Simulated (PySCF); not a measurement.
# One shape, several levels: SnSe (SMILES [Se][Sn])

We compute a comparison of 3 runs (HF/STO-3G, HF/3-21G, SCS-MP2/def2-TZVP) of SnSe. The job is set up through a Python script.

The results are computed with PySCF 2.14.0.

1 further run of the same task is left out (set aside as unsound or not needed).

## (1) The system as given

SnSe has 2 atoms, charge 0, and is taken as a singlet. SMILES: `[Se][Sn]`. Geometry: relaxed at PBE0-D4/def2-TZVP.

Bond lengths: Se1–Sn2 2.325 Å.

## (2) The energy at HF/STO-3G (run 1)

Input file run.py:

```python
from pyscf import gto, scf

mol = gto.Mole()
mol.atom = [
    ('Se', (0.000000, -0.000000, 0.006530)),
    ('Sn', (-0.000000, 0.000000, 2.331810)),
]
mol.verbose = 4
mol.spin = 0
mol.max_memory = 1860
mol.basis = 'sto-3g'
mol.build()

hf = scf.RHF(mol)
hf.conv_tol = 1e-10
hf.kernel()
if not hf.converged:
    hf = hf.newton().run(hf.mo_coeff, hf.mo_occ)

e_tot = hf.e_tot
print('E = %.10f Eh' % e_tot)
```

On the command line:

```
$ OMP_NUM_THREADS=1 python run.py
```

Standard output:

```text
PySCF version 2.14.0

[INPUT] num. atoms = 2
[INPUT] num. electrons = 84
[INPUT] charge = 0
[INPUT] spin (= nelec alpha-beta = 2S) = 0
[INPUT] symmetry False subgroup None
[INPUT] Mole.unit = angstrom
[INPUT] Symbol           X                Y                Z      unit          X                Y                Z       unit  Magmom
[INPUT]  1 Se     0.000000000000   0.000000000000   0.006530000000 AA    0.000000000000   0.000000000000   0.012339911593 Bohr   0.0
[INPUT]  2 Sn     0.000000000000   0.000000000000   2.331810000000 AA    0.000000000000   0.000000000000   4.406482274522 Bohr   0.0

nuclear repulsion = 386.878680659533
number of shells = 19
number of NR pGTOs = 135
number of NR cGTOs = 45
basis = sto-3g
ecp = {}

******** <class 'pyscf.scf.hf.RHF'> ********
method = RHF
initial guess = minao
damping factor = 0
level_shift factor = 0
DIIS = <class 'pyscf.scf.diis.CDIIS'>
diis_start_cycle = 1
diis_space = 8
diis_damp = 0
SCF conv_tol = 1e-10
SCF conv_tol_grad = None
SCF max_cycles = 50
direct_scf = True
direct_scf_tol = 1e-13
Set gradient conv threshold to 1e-05
Initial guess from minao.
init E= -8316.39608186121
  HOMO = -0.654580833440889  LUMO = -0.410028194194359  gap/eV = 6.65462
cycle= 1 E= -8336.76643255912  delta_E= -20.4  |g|= 0.412  |ddm|= 2.11
  HOMO = -0.129512456072915  LUMO = 0.131877904211825  gap/eV = 7.11279
cycle= 2 E= -8336.77509622421  delta_E= -0.00866  |g|= 0.43  |ddm|= 1.84
  HOMO = -0.204506782601133  LUMO = 0.156612154954817  gap/eV = 9.82655
cycle= 3 E= -8336.8697454255  delta_E= -0.0946  |g|= 0.0316  |ddm|= 0.913
  HOMO = -0.21426361277377  LUMO = 0.159685346736846  gap/eV = 10.17567
cycle= 4 E= -8336.8703948168  delta_E= -0.000649  |g|= 0.00554  |ddm|= 0.0943
  HOMO = -0.214082837591979  LUMO = 0.158641543361897  gap/eV = 10.14235
cycle= 5 E= -8336.87042685638  delta_E= -3.2e-05  |g|= 0.00176  |ddm|= 0.0241
  HOMO = -0.214171174613136  LUMO = 0.158729589441759  gap/eV = 10.14715
cycle= 6 E= -8336.87043142573  delta_E= -4.57e-06  |g|= 0.000467  |ddm|= 0.0104
  HOMO = -0.214045383975312  LUMO = 0.158661585660708  gap/eV = 10.14187
cycle= 7 E= -8336.87043166676  delta_E= -2.41e-07  |g|= 2.63e-05  |ddm|= 0.00282
  HOMO = -0.214057957143688  LUMO = 0.158668986327766  gap/eV = 10.14242
cycle= 8 E= -8336.8704316672  delta_E= -4.46e-10  |g|= 5.18e-06  |ddm|= 9.77e-05
  HOMO = -0.214054719129182  LUMO = 0.158666673460396  gap/eV = 10.14227
cycle= 9 E= -8336.87043166722  delta_E= -2e-11  |g|= 1.04e-06  |ddm|= 3.37e-05
  HOMO = -0.214055420846432  LUMO = 0.158667164973144  gap/eV = 10.14230
Extra cycle  E= -8336.87043166723  delta_E= -9.09e-12  |g|= 4.71e-07  |ddm|= 3.47e-06
converged SCF energy = -8336.87043166723
E = -8336.8704316672 Eh
```

It took 0.68 s on 1 thread of Arm Neoverse V2, shared host; peak memory 0.13 GiB.

## (3) The energy at HF/3-21G (run 2)

Input file mol.xyz:

```xyz
2
SeSn
Se     0.000000     0.000000     0.006530
Sn     0.000000     0.000000     2.331810
```

Input file calc.py:

```python
from pyscf import gto, scf

mol = gto.M(
    atom='mol.xyz',
    max_memory=1860,
    verbose=3,
    charge=0,
    basis='3-21g',
)

mf = scf.RHF(mol)
mf.conv_tol = 1e-10
mf.kernel()
if not mf.converged:
    mf = mf.newton().run(mf.mo_coeff, mf.mo_occ)

etot = mf.e_tot
print('E = %.10f Eh' % etot)
```

On the command line:

```
$ OMP_NUM_THREADS=1 python calc.py
```

Standard output:

```text
converged SCF energy = -8384.79938337361
E = -8384.7993833736 Eh
```

Run time: 0.7 s. Hardware: 1 thread of Arm Neoverse V2, shared host; peak memory 0.13 GiB.

## (4) The energy at SCS-MP2/def2-TZVP (core potential) (run 3)

Input file run.py:

```python
# SnSe
from pyscf import gto, mp

system = gto.Mole()
system.atom = '''
Se   0.000000   0.000000   0.006530
Sn   0.000000   0.000000   2.331810
'''
system.ecp = {'Sn': 'def2-svp'}
system.verbose = 4
system.max_memory = 1860
system.basis = 'def2-tzvp'
system.build()

calc0 = system.RHF()
calc0.conv_tol = 1e-10
calc0.kernel()
if not calc0.converged:
    calc0 = calc0.newton().run(calc0.mo_coeff, calc0.mo_occ)

pt = mp.MP2(calc0, frozen=13).run()
e_tot = calc0.e_tot + 1.2 * pt.e_corr_os + pt.e_corr_ss / 3
print('E = %.10f Eh' % e_tot)
```

On the command line:

```
$ OMP_NUM_THREADS=1 python run.py
```

Standard output:

```text
PySCF version 2.14.0

[INPUT] num. atoms = 2
[INPUT] num. electrons = 56
[INPUT] charge = 0
[INPUT] spin (= nelec alpha-beta = 2S) = 0
[INPUT] symmetry False subgroup None
[INPUT] Mole.unit = angstrom
[INPUT] Symbol           X                Y                Z      unit          X                Y                Z       unit  Magmom
[INPUT]  1 Se     0.000000000000   0.000000000000   0.006530000000 AA    0.000000000000   0.000000000000   0.012339911593 Bohr   0.0
[INPUT]  2 Sn     0.000000000000   0.000000000000   2.331810000000 AA    0.000000000000   0.000000000000   4.406482274522 Bohr   0.0

nuclear repulsion = 170.226619490195
number of shells = 32
number of NR pGTOs = 194
number of NR cGTOs = 98
basis = def2-tzvp
ecp = {'Sn': 'def2-svp'}

******** <class 'pyscf.scf.hf.RHF'> ********
method = RHF
initial guess = minao
damping factor = 0
level_shift factor = 0
DIIS = <class 'pyscf.scf.diis.CDIIS'>
diis_start_cycle = 1
diis_space = 8
diis_damp = 0
SCF conv_tol = 1e-10
SCF conv_tol_grad = None
SCF max_cycles = 50
direct_scf = True
direct_scf_tol = 1e-13
Set gradient conv threshold to 1e-05
[... 1 set-up line as earlier in the session ...]
init E= -2574.96745359503
  HOMO = -0.633595028641735  LUMO = -0.45393471024538  gap/eV = 4.88881
cycle= 1 E= -2612.37027001793  delta_E= -37.4  |g|=  2.3  |ddm|= 30.9
  HOMO = -0.163308017906374  LUMO = 0.0832661026586725  gap/eV = 6.70962
cycle= 2 E= -2612.79157447874  delta_E= -0.421  |g|= 1.51  |ddm|= 5.19
  HOMO = -0.283093205453629  LUMO = -0.00225509744560706  gap/eV = 7.64199
cycle= 3 E= -2613.24114689527  delta_E= -0.45  |g|= 0.219  |ddm|= 2.15
  HOMO = -0.341111308729068  LUMO = -0.00244830766424885  gap/eV = 9.21549
cycle= 4 E= -2613.25106607663  delta_E= -0.00992  |g|= 0.0935  |ddm|= 0.253
  HOMO = -0.332508052255653  LUMO = -0.000892941811594384  gap/eV = 9.02371
cycle= 5 E= -2613.25255628572  delta_E= -0.00149  |g|= 0.0162  |ddm|= 0.113
  HOMO = -0.333654324374953  LUMO = -0.000915836285380435  gap/eV = 9.05428
cycle= 6 E= -2613.25287143633  delta_E= -0.000315  |g|= 0.00536  |ddm|= 0.077
  HOMO = -0.333209054529645  LUMO = -0.000707771461717172  gap/eV = 9.04782
cycle= 7 E= -2613.25291300152  delta_E= -4.16e-05  |g|= 0.00268  |ddm|= 0.0209
  HOMO = -0.33329521331741  LUMO = -0.000764479828957529  gap/eV = 9.04862
cycle= 8 E= -2613.25292231717  delta_E= -9.32e-06  |g|= 0.000708  |ddm|= 0.0105
  HOMO = -0.333342924109938  LUMO = -0.000773048111283625  gap/eV = 9.04969
cycle= 9 E= -2613.25292295081  delta_E= -6.34e-07  |g|= 0.000112  |ddm|= 0.00278
  HOMO = -0.333348023704306  LUMO = -0.000773015674831068  gap/eV = 9.04983
cycle= 10 E= -2613.25292296136  delta_E= -1.05e-08  |g|= 4.39e-05  |ddm|= 0.000383
  HOMO = -0.333338992977924  LUMO = -0.000778190717139151  gap/eV = 9.04944
cycle= 11 E= -2613.25292296223  delta_E= -8.65e-10  |g|= 7.58e-06  |ddm|= 0.000122
  HOMO = -0.333340252758003  LUMO = -0.000779096741929274  gap/eV = 9.04945
cycle= 12 E= -2613.25292296228  delta_E= -5.28e-11  |g|= 2.21e-06  |ddm|= 3.64e-05
  HOMO = -0.333339613195804  LUMO = -0.000779077204171369  gap/eV = 9.04943
Extra cycle  E= -2613.25292296228  delta_E= -1.82e-12  |g|= 1.32e-06  |ddm|= 6.44e-06
converged SCF energy = -2613.25292296228

******** <class 'pyscf.mp.mp2.RMP2'> ********
nocc = 15, nmo = 85
frozen orbitals 13
E(RMP2) = -2613.81740848022  E_corr = -0.564485517944271
E(SCS-RMP2) = -2613.76684761281  E_corr = -0.513924650526989
E_corr(same-spin) = -0.188605351160926
E_corr(oppo-spin) = -0.375880166783345
E = -2613.7668476128 Eh
```

Run time: 2.9 s. Hardware: 1 thread of Arm Neoverse V2, shared host; peak memory 0.25 GiB.

## (5) All runs side by side

| run | level | core potential | frozen core orbitals | energy (Eh) | dipole moment (D) of the reference | HOMO energy (eV) | LUMO energy (eV) | wall time |
| --- | --- | --- | --- | --- | --- | --- | --- | --- |
| 1 | HF/STO-3G | – | – | -8336.870432 | 3.58 | -5.82 | 4.32 | 0.68 s |
| 2 | HF/3-21G | – | – | -8384.799383 | 3.74 | -9.06 | 0.00 | 0.7 s |
| 3 | SCS-MP2/def2-TZVP (core potential) | def2-svp | 13 | -2613.766848 | 3.89 | -9.07 | -0.02 | 2.9 s |

## (6) Summary of results

```
                                           quantity           value
                                run 3: total energy  -2613.76685 Eh
        run 3: dipole moment (Hartree–Fock density)          3.89 D
         run 3: HOMO energy (Hartree–Fock orbitals)        -9.07 eV
         run 3: LUMO energy (Hartree–Fock orbitals)        -0.02 eV
       run 3: HOMO–LUMO gap (Hartree–Fock orbitals)         9.05 eV
run 3: correlation energy (13 core orbitals frozen)      -513.9 mEh
```

In words: Some runs of one species differ in core potentials or relativity; totals across that change don't compare. In run 1 the basis is minimal, so the values are rough. In runs 1, 2 relativity is left out where basis or elements ask for it. All runs together took 4.2 s, the longest 2.9 s.
